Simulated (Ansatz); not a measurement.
# BGeH2 (sextet): from Hartree-Fock to the top rungs, cc-pVTZ

One table from this session's results is given with a row withheld; the runs are named, their logs left out.

Computed with Ansatz 0.2.0, Gaussian basis. Level: cc-pVTZ, core rule «outside noble gas», up to 15 orbitals frozen.

The runs, in order: UHF; CCSD(T) on ROHF; CCSD(T) on UHF; BCCD(T) on ROHF; CCSDT(Q) on ROHF; CCSDT(Q) on UHF.

4 further runs of the same task are left out: 2 for a known fault of the program, 2 set aside as unsound or not needed.

## The system

The geometry is a PBE0/def2-TZVP stationary point (not a proven minimum) of the parent state, kept for this charge and spin. No spin-orbit coupling is included. The filled d shell of Ge may be among the frozen orbitals whatever the setting's name suggests; the logs give the count.

4 atoms, charge 0, spin multiplicity 6.

Atoms are counted from 1 here; the program's logs count them from 0.

Bond lengths: Ge1–B2 1.931 Å, Ge1–H3 1.542 Å, Ge1–H4 1.542 Å. Angles: B2–Ge1–H3 125.2°, B2–Ge1–H4 125.2°, H3–Ge1–H4 109.6°.

Geometry (Å):

```xyz
4
BGeH2
Ge    0.0000    0.0000    0.2232
B     0.0000    0.0000   -1.7074
H     0.0000    1.2593    1.1123
H     0.0000   -1.2593    1.1123
```

Set-up of the first run:

in.yaml

```yaml
crystal:
  periodic: [false, false, false]
  atoms:
    - {symbol: Ge, position_ang: [0.000000, 0.000000, 0.223242]}
    - {symbol: B, position_ang: [0.000000, 0.000000, -1.707389]}
    - {symbol: H, position_ang: [0.000000, 1.259295, 1.112326]}
    - {symbol: H, position_ang: [0.000000, -1.259295, 1.112326]}
basis:
  gaussian: {orbitals: cc-pVTZ}
magnetization: {spin_polarized: true, initial_magnetization: 5}
hamiltonian: {xc: hf}
output: {orbitals: {seedname: orbitals}}
```

The run is started by

```bash
$ ansatz run in.yaml --threads 1 --pin off --events-out ev --progress --plain --max-ram 2816MiB --backend cpu
```

Steps of the session up to this table: UHF; CCSD(T) on ROHF; CCSD(T) on UHF; BCCD(T) on ROHF; CCSDT(Q) on ROHF; CCSDT(Q) on UHF.

One of the session's tables, all rows but one given; the rest of the session is left out.

```
   method  from UCCSDT(Q) (kcal/mol)
     ROHF                     +99.19
      UHF                     +97.30
     RMP2                     +23.32
     UMP2                     +22.95
    RCCSD                      +4.71
    UCCSD                      +4.40
 RCCSD(T)                      +1.32
 UCCSD(T)                      +1.05
  BCCD(T)                      +1.29
   RCCSDT                          ?
   UCCSDT                      +0.14
RCCSDT(Q)                      +0.27
UCCSDT(Q)                          0
```

**Question.** Estimate the row for RCCSDT.

As computed: from UCCSDT(Q) (kcal/mol): +0.40. In the column «from UCCSDT(Q) (kcal/mol)» it lies between RCCSDT(Q) (+0.27) and UCCSD(T) (+1.05).

To keep in mind: Restricted and unrestricted rows rest on different reference determinants; where their highest levels disagree by more than a few hundredths of an eV, they describe different states and don't form one ladder.
